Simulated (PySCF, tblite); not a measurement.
**C7H12F2O: geometry, infrared bands and NMR shifts**

Wanted: the infrared bands and NMR shifts of C7H12F2O (`FC(F)[C@@H]1CCCCCO1`), by calculation.

Programs: tblite 0.8.0 and PySCF 2.14.0, with density-fitted response routines of our own. Each step states its level of theory. These are calculated values for one molecule in the gas phase, unless marked as measured. Atoms count from 0, in the outputs and in this text.

## 1. The starting structure

22 atoms, charge 0, multiplicity 1; geometry from: force field or distance geometry start.

Bonds of the start (Å): F0–C1 1.37, C1–F2 1.36, C1–C3 1.53, C3–C4 1.54, C4–C5 1.53, C5–C6 1.52, C6–C7 1.52, C7–C8 1.53, C8–O9 1.42, O9–C3 1.44, C1–H10 1.10, C3–H11 1.08, C4–H12 1.10, C4–H13 1.10, C5–H14 1.11, C5–H15 1.08, C6–H16 1.10, C6–H17 1.10, C7–H18 1.10, C7–H19 1.10, C8–H20 1.09, C8–H21 1.09.

## 2. Optimising the geometry with GFN2-xTB

What the job is given:

```
{"job": {"kind": "relax", "xc": "GFN2-xTB", "basis": "xTB"}, "charge": 0, "multiplicity": 1}
F      2.258600    -0.901500     1.384800
C      2.505900    -0.614400     0.072400
F      3.498700     0.318700     0.081800
C      1.258100    -0.069400    -0.628000
C      0.655400     1.119600     0.135500
C     -0.752300     1.502300    -0.341100
C     -1.838900     0.680600     0.337700
C     -1.869000    -0.792600    -0.048700
C     -0.539000    -1.521800     0.111500
O      0.332200    -1.126500    -0.931200
H      2.884900    -1.530200    -0.395600
H      1.588100     0.293500    -1.594300
H      0.632900     0.935000     1.218800
H      1.330400     1.978900    -0.014800
H     -0.920700     2.563200    -0.073800
H     -0.832900     1.435400    -1.417000
H     -2.812700     1.123700     0.102900
H     -1.731700     0.750900     1.430500
H     -2.633700    -1.296100     0.565700
H     -2.195800    -0.868800    -1.091900
H     -0.718900    -2.586400    -0.012300
H     -0.110100    -1.374600     1.106300
```

Run with:

```bash
$ OMP_NUM_THREADS=1 python probes_run.py task.json out
```

One launch serves the whole session: the jobs run in the order shown.

**Question.** This job is followed by: GFN2-xTB harmonic vibrations, gas phase; GIAO PBE0/pcSseg-1 NMR shielding, non-relativistic, gas phase. What will the session give for the following? strongest single infrared mode (GFN2-xTB); zero-point energy (GFN2-xTB); ¹³C shifts against TMS (PBE0/pcSseg-1); ¹H shifts against TMS (PBE0/pcSseg-1); ¹⁹F shifts against CFCl3 (PBE0/pcSseg-1); ¹⁷O shifts against H2O (PBE0/pcSseg-1); surface potential, 1st and 99th percentile.

**Answer**, as computed:

| quantity | value |
| --- | --- |
| strongest single infrared mode (GFN2-xTB) | 1054 cm⁻¹, 104 km/mol |
| zero-point energy (GFN2-xTB) | 115.2 kcal/mol |
| ¹³C shifts against TMS (PBE0/pcSseg-1) | 125.4, 81.6, 68.6, 36.7, 34.6, 28.1, 27.6 ppm |
| ¹H shifts against TMS (PBE0/pcSseg-1) | 6.20, 3.93, 3.86, 3.72, 2.01, 1.97, 1.97, 1.95, 1.58, 1.57, 1.48, 1.16 ppm |
| ¹⁹F shifts against CFCl3 (PBE0/pcSseg-1) | -142.8, -153.7 ppm |
| ¹⁷O shifts against H2O (PBE0/pcSseg-1) | 54.2 ppm |
| surface potential, 1st and 99th percentile | -1.20 V and 0.90 V |

What this shows: Over 43 steps the energy fell by 0.079 eV; of the close pairs, C3–O9 changed most, 1.438 to 1.405 Å. No mode is imaginary among the 60: a minimum at this level. The strongest single mode, at 1054 cm⁻¹, is spread over several atoms, C1, C8, F2 among them. GFN2-xTB is a fitted tight-binding method: band positions and strengths are rough. Its intensities can rank the bands wrongly. H10 (hydrogen on an sp3 CH bonded to 2 F) lies farthest downfield among hydrogen, at 6.20 ppm; its carbon carries F, hence the downfield position.
